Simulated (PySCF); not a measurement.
**A gas-phase reaction: ClH4PSi + CH4O → CH5ClOSi + H3P**

Wanted: the reaction energy for `P[SiH2]Cl` + `CO` → `CO[SiH2]Cl` + `P`.

Programs: PySCF 2.14.0. All values are calculated, for the isolated system unless a continuum is named. Atoms count from 0, parts from 1.

### 1 Starting point

Each species was relaxed by itself at PBE0-D3(BJ)/def2-SVPD.

### 2 Reaction energy: wB97M-D3(BJ)/def2-TZVPD

Job settings and geometry (Å):

```
{"job": {"kind": "react", "xc": "wB97M-D3(BJ)", "basis": "def2-TZVPD"}, "charge": 0, "multiplicity": 1}
-1 ClH4PSi charge 0 multiplicity 1
P      1.238220     0.214590     0.677540
Si    -0.944830    -0.010670     0.162750
Cl    -1.842100     1.847090     0.470680
H      1.562100    -1.066530     0.128130
H      1.532070     0.906200    -0.536740
H     -1.578270    -0.984550     1.093900
H     -1.215770    -0.392700    -1.250450

-1 CH4O charge 0 multiplicity 1
C     -0.336660    -0.013340    -0.058940
O      0.995330    -0.451680    -0.148210
H     -0.686960     0.058480     0.985710
H     -0.492600     0.962260    -0.551930
H     -0.958200    -0.756840    -0.574510
H      1.571170     0.176380     0.293040

+1 CH5ClOSi charge 0 multiplicity 1
C     -1.185220    -0.530420     0.019960
O      0.197100    -0.795850     0.043620
Si     1.364090     0.357740    -0.194780
Cl     3.178360    -0.606400    -0.007840
H     -1.716900    -1.471030     0.214510
H     -1.472710     0.198180     0.796950
H     -1.508780    -0.145110    -0.961850
H      1.277760     0.932700    -1.564780
H      1.287400     1.418730     0.846240

+1 H3P charge 0 multiplicity 1
P      0.006360     0.002880     0.566200
H     -0.684390    -0.978780    -0.207350
H      1.187020    -0.084740    -0.232290
H     -0.522660     1.089010    -0.195160
```

Level: wB97M-D3(BJ)/def2-TZVPD reaction energy of separated species, gas phase.

Command:

```bash
$ OMP_NUM_THREADS=1 python cluster_run.py task.json out
```

The driver reads the jobs from task.json and runs them one after another.

Log:

```text
species 1 (ClH4PSi)
coarse grid: 29032 points
cycle   1  E = -1093.6272301193  dE = -5.297e-02  |g| = 3.168e-01  |ddm| = 1.865e+00
cycle   2  E = -1093.6466618632  dE = -1.943e-02  |g| = 2.431e-01  |ddm| = 4.814e-01
cycle   3  E = -1093.6610109844  dE = -1.435e-02  |g| = 2.372e-02  |ddm| = 2.174e-01
cycle   4  E = -1093.6612111649  dE = -2.002e-04  |g| = 6.391e-03  |ddm| = 3.522e-02
cycle   5  E = -1093.6612403967  dE = -2.923e-05  |g| = 1.604e-03  |ddm| = 1.446e-02
cycle   6  E = -1093.6612422680  dE = -1.871e-06  |g| = 5.150e-04  |ddm| = 3.526e-03
final grid: 57088 points
cycle   7  E = -1093.6611984744  dE = -1.861e-07  |g| = 3.265e-04  |ddm| = 2.150e-03
cycle   8  E = -1093.6611985062  dE = -3.178e-08  |g| = 1.969e-04  |ddm| = 5.774e-04
cycle   9  E = -1093.6611985170  dE = -1.076e-08  |g| = 3.586e-05  |ddm| = 1.859e-04
cycle  10  E = -1093.6611985185  dE = -1.559e-09  |g| = 1.555e-05  |ddm| = 1.276e-04
cycle  11  E = -1093.6611985186  dE = -9.186e-11  |g| = 1.757e-06  |ddm| = 2.515e-05
converged SCF energy = -1093.6611985186

species 2 (CH4O)
coarse grid: 20248 points
cycle   1  E = -115.7313965659  dE =  7.122e-02  |g| = 5.636e-01  |ddm| = 1.531e+00
cycle   2  E = -115.7261971143  dE =  5.199e-03  |g| = 6.290e-01  |ddm| = 6.641e-01
cycle   3  E = -115.7900735056  dE = -6.388e-02  |g| = 2.852e-02  |ddm| = 2.811e-01
cycle   4  E = -115.7902317231  dE = -1.582e-04  |g| = 6.696e-03  |ddm| = 3.255e-02
cycle   5  E = -115.7902443345  dE = -1.261e-05  |g| = 1.490e-03  |ddm| = 1.019e-02
cycle   6  E = -115.7902449398  dE = -6.053e-07  |g| = 5.701e-04  |ddm| = 2.217e-03
final grid: 43904 points
cycle   7  E = -115.7902248671  dE = -7.354e-08  |g| = 4.640e-04  |ddm| = 2.388e-03
cycle   8  E = -115.7902248901  dE = -2.307e-08  |g| = 3.457e-04  |ddm| = 5.689e-04
cycle   9  E = -115.7902249161  dE = -2.593e-08  |g| = 1.584e-05  |ddm| = 2.033e-04
cycle  10  E = -115.7902249161  dE = -9.555e-11  |g| = 1.369e-05  |ddm| = 4.270e-05
converged SCF energy = -115.7902249161

species 3 (CH5ClOSi)
coarse grid: 35448 points
cycle   1  E = -866.1987179599  dE =  2.930e-01  |g| = 6.771e-01  |ddm| = 2.250e+00
cycle   2  E = -866.1856021189  dE =  1.312e-02  |g| = 7.889e-01  |ddm| = 9.754e-01
cycle   3  E = -866.2901300345  dE = -1.045e-01  |g| = 5.802e-02  |ddm| = 4.574e-01
cycle   4  E = -866.2908375653  dE = -7.075e-04  |g| = 2.548e-02  |ddm| = 7.646e-02
cycle   5  E = -866.2909815710  dE = -1.440e-04  |g| = 3.375e-03  |ddm| = 2.457e-02
cycle   6  E = -866.2909858383  dE = -4.267e-06  |g| = 6.523e-04  |ddm| = 7.054e-03
final grid: 72952 points
cycle   7  E = -866.2909309835  dE = -2.885e-07  |g| = 2.797e-04  |ddm| = 4.319e-03
cycle   8  E = -866.2909310155  dE = -3.204e-08  |g| = 1.645e-04  |ddm| = 7.328e-04
cycle   9  E = -866.2909310222  dE = -6.640e-09  |g| = 5.265e-05  |ddm| = 2.052e-04
cycle  10  E = -866.2909310237  dE = -1.531e-09  |g| = 3.004e-05  |ddm| = 1.194e-04
cycle  11  E = -866.2909310239  dE = -2.201e-10  |g| = 6.230e-06  |ddm| = 3.588e-05
converged SCF energy = -866.2909310239

species 4 (H3P)
coarse grid: 13832 points
cycle   1  E = -343.1841329936  dE = -2.460e-01  |g| = 1.211e-01  |ddm| = 1.208e+00
cycle   2  E = -343.1894583594  dE = -5.325e-03  |g| = 4.180e-02  |ddm| = 1.263e-01
cycle   3  E = -343.1899629900  dE = -5.046e-04  |g| = 7.770e-03  |ddm| = 4.178e-02
cycle   4  E = -343.1900161983  dE = -5.321e-05  |g| = 3.302e-03  |ddm| = 1.749e-02
cycle   5  E = -343.1900211330  dE = -4.935e-06  |g| = 7.021e-04  |ddm| = 5.917e-03
final grid: 28048 points
cycle   6  E = -343.1900110876  dE = -3.072e-07  |g| = 3.838e-04  |ddm| = 1.509e-03
cycle   7  E = -343.1900111339  dE = -4.628e-08  |g| = 1.755e-04  |ddm| = 6.720e-04
cycle   8  E = -343.1900111416  dE = -7.733e-09  |g| = 4.203e-05  |ddm| = 1.935e-04
cycle   9  E = -343.1900111435  dE = -1.851e-09  |g| = 2.360e-06  |ddm| = 1.370e-04
cycle  10  E = -343.1900111435  dE = -4.434e-12  |g| = 7.355e-07  |ddm| = 6.083e-06
converged SCF energy = -343.1900111435

Reaction energy = -18.355 kcal/mol
```

Run time: 28 s. Hardware: 1 thread of Arm Neoverse V1, shared host; peak memory 0.75 GiB.

Species by species (with the dispersion term, which the log's SCF energies lack):

```csv
ν,species,energy (Eh),HOMO (eV)
-1,P[SiH2]Cl,-1093.66891,-10.07
-1,CO,-115.79380,-10.52
+1,CO[SiH2]Cl,-866.29968,-10.89
+1,P,-343.19228,-10.17
```

### 3 Reaction energy: PBE0-D3(BJ)/def2-TZVPD

Same as in step 2 but for these lines:

```diff
@@ -1,2 +1,2 @@
-{"job": {"kind": "react", "xc": "wB97M-D3(BJ)", "basis": "def2-TZVPD"}, "charge": 0, "multiplicity": 1}
+{"job": {"kind": "react", "xc": "PBE0", "basis": "def2-TZVPD", "disp": "d3bj"}, "charge": 0, "multiplicity": 1}
 -1 ClH4PSi charge 0 multiplicity 1
```

Method: PBE0-D3(BJ)/def2-TZVPD reaction energy of separated species, gas phase.

Log:

```text
species 1 (ClH4PSi)
coarse grid: 7352 points
cycle   1  E = -1093.1108305538  dE = -3.740e-02  |g| = 2.527e-01  |ddm| = 1.865e+00
cycle   2  E = -1093.1071964662  dE =  3.634e-03  |g| = 2.763e-01  |ddm| = 4.747e-01
cycle   3  E = -1093.1271628944  dE = -1.997e-02  |g| = 3.495e-02  |ddm| = 2.572e-01
cycle   4  E = -1093.1274130591  dE = -2.502e-04  |g| = 9.726e-03  |ddm| = 2.851e-02
cycle   5  E = -1093.1274399425  dE = -2.688e-05  |g| = 2.877e-03  |ddm| = 1.058e-02
cycle   6  E = -1093.1274421002  dE = -2.158e-06  |g| = 6.395e-04  |ddm| = 2.895e-03
final grid: 57088 points
cycle   7  E = -1093.1280468134  dE = -1.338e-05  |g| = 3.917e-03  |ddm| = 2.806e-02
cycle   8  E = -1093.1280468300  dE = -1.660e-08  |g| = 3.367e-03  |ddm| = 6.611e-03
cycle   9  E = -1093.1280492345  dE = -2.405e-06  |g| = 3.171e-04  |ddm| = 3.630e-03
cycle  10  E = -1093.1280492660  dE = -3.147e-08  |g| = 7.111e-05  |ddm| = 3.238e-04
cycle  11  E = -1093.1280492672  dE = -1.164e-09  |g| = 2.301e-05  |ddm| = 7.820e-05
cycle  12  E = -1093.1280492673  dE = -1.630e-10  |g| = 6.675e-06  |ddm| = 2.727e-05
converged SCF energy = -1093.1280492673

species 2 (CH4O)
coarse grid: 4656 points
cycle   1  E = -115.5794277506  dE =  6.210e-02  |g| = 5.868e-01  |ddm| = 1.553e+00
cycle   2  E = -115.4914159291  dE =  8.801e-02  |g| = 9.149e-01  |ddm| = 8.422e-01
cycle   3  E = -115.6420593657  dE = -1.506e-01  |g| = 4.541e-02  |ddm| = 4.746e-01
cycle   4  E = -115.6423871627  dE = -3.278e-04  |g| = 1.801e-02  |ddm| = 3.331e-02
cycle   5  E = -115.6424565209  dE = -6.936e-05  |g| = 4.972e-03  |ddm| = 1.213e-02
cycle   6  E = -115.6424618138  dE = -5.293e-06  |g| = 3.245e-04  |ddm| = 3.592e-03
final grid: 43904 points
cycle   7  E = -115.6393359644  dE = -2.464e-05  |g| = 6.667e-03  |ddm| = 6.185e-02
cycle   8  E = -115.6393298901  dE =  6.074e-06  |g| = 8.843e-03  |ddm| = 7.278e-03
cycle   9  E = -115.6393442486  dE = -1.436e-05  |g| = 8.417e-04  |ddm| = 4.112e-03
cycle  10  E = -115.6393443802  dE = -1.315e-07  |g| = 1.493e-04  |ddm| = 5.409e-04
cycle  11  E = -115.6393443849  dE = -4.729e-09  |g| = 1.596e-05  |ddm| = 9.434e-05
cycle  12  E = -115.6393443849  dE = -4.502e-11  |g| = 2.221e-06  |ddm| = 1.482e-05
converged SCF energy = -115.6393443849

species 3 (CH5ClOSi)
coarse grid: 8520 points
cycle   1  E = -865.6957952050  dE =  2.471e-01  |g| = 6.639e-01  |ddm| = 2.325e+00
cycle   2  E = -865.5356900589  dE =  1.601e-01  |g| = 1.135e+00  |ddm| = 1.107e+00
cycle   3  E = -865.7754145446  dE = -2.397e-01  |g| = 8.229e-02  |ddm| = 6.829e-01
cycle   4  E = -865.7765091872  dE = -1.095e-03  |g| = 3.994e-02  |ddm| = 9.317e-02
cycle   5  E = -865.7768542522  dE = -3.451e-04  |g| = 5.963e-03  |ddm| = 3.710e-02
cycle   6  E = -865.7768616801  dE = -7.428e-06  |g| = 1.821e-03  |ddm| = 6.543e-03
final grid: 72952 points
cycle   7  E = -865.7751244495  dE = -2.352e-05  |g| = 8.910e-03  |ddm| = 8.526e-02
cycle   8  E = -865.7751093044  dE =  1.515e-05  |g| = 1.275e-02  |ddm| = 1.085e-02
cycle   9  E = -865.7751382346  dE = -2.893e-05  |g| = 1.364e-03  |ddm| = 6.605e-03
cycle  10  E = -865.7751385967  dE = -3.621e-07  |g| = 1.683e-04  |ddm| = 9.732e-04
cycle  11  E = -865.7751386032  dE = -6.539e-09  |g| = 3.681e-05  |ddm| = 1.470e-04
cycle  12  E = -865.7751386035  dE = -2.954e-10  |g| = 1.273e-05  |ddm| = 4.561e-05
converged SCF energy = -865.7751386035

species 4 (H3P)
coarse grid: 3488 points
cycle   1  E = -343.0138423348  dE = -1.943e-01  |g| = 9.939e-02  |ddm| = 1.199e+00
cycle   2  E = -343.0153579602  dE = -1.516e-03  |g| = 5.337e-02  |ddm| = 1.583e-01
cycle   3  E = -343.0162950936  dE = -9.371e-04  |g| = 2.064e-02  |ddm| = 8.364e-02
cycle   4  E = -343.0163838536  dE = -8.876e-05  |g| = 1.658e-03  |ddm| = 1.901e-02
cycle   5  E = -343.0163845305  dE = -6.769e-07  |g| = 2.700e-04  |ddm| = 2.378e-03
final grid: 28048 points
cycle   6  E = -343.0163958036  dE = -5.703e-06  |g| = 3.117e-03  |ddm| = 1.697e-02
cycle   7  E = -343.0163963295  dE = -5.259e-07  |g| = 2.418e-03  |ddm| = 5.108e-03
cycle   8  E = -343.0163974779  dE = -1.148e-06  |g| = 1.229e-04  |ddm| = 2.511e-03
cycle   9  E = -343.0163974835  dE = -5.654e-09  |g| = 2.086e-05  |ddm| = 1.176e-04
cycle  10  E = -343.0163974837  dE = -1.523e-10  |g| = 3.976e-06  |ddm| = 2.293e-05
converged SCF energy = -343.0163974837

Reaction energy = -14.769 kcal/mol
```

It took 13 s on 1 thread of Arm Neoverse V1, shared host; peak memory 0.64 GiB.

Reaction energy at this level: -14.77 kcal/mol.

### 4 Comparing the runs

Energies in kcal/mol, with wall time:

```csv
run,reaction,time
wB97M-D3(BJ)/def2-TZVPD,-18.35,28 s
PBE0-D3(BJ)/def2-TZVPD,-14.77,13 s
```

### 5 Outcome

```
                                                quantity                      value
               reaction energy (wB97M-D3(BJ)/def2-TZVPD)            -18.35 kcal/mol
                     ΔH, ΔG at 298 K (xTB thermal terms)      -19.2, -18.1 kcal/mol
range of the reaction energy over the runs of this table  -18.35 to -14.77 kcal/mol
```

What this shows: The reaction is exothermic by 19.2 kcal/mol in the gas phase; dispersion gives +0.17, and xTB itself gave -34.92 for the electronic energy (xTB energies and thermal terms come from the earlier relaxation of each species, not shown). No barrier was sought. xTB and this level differ widely in the electronic energy, so what comes from xTB (the thermal terms above all) is less safe here. The reaction energy runs from -18.35 (wB97M-D3(BJ)/def2-TZVPD) to -14.77 kcal/mol (PBE0-D3(BJ)/def2-TZVPD).
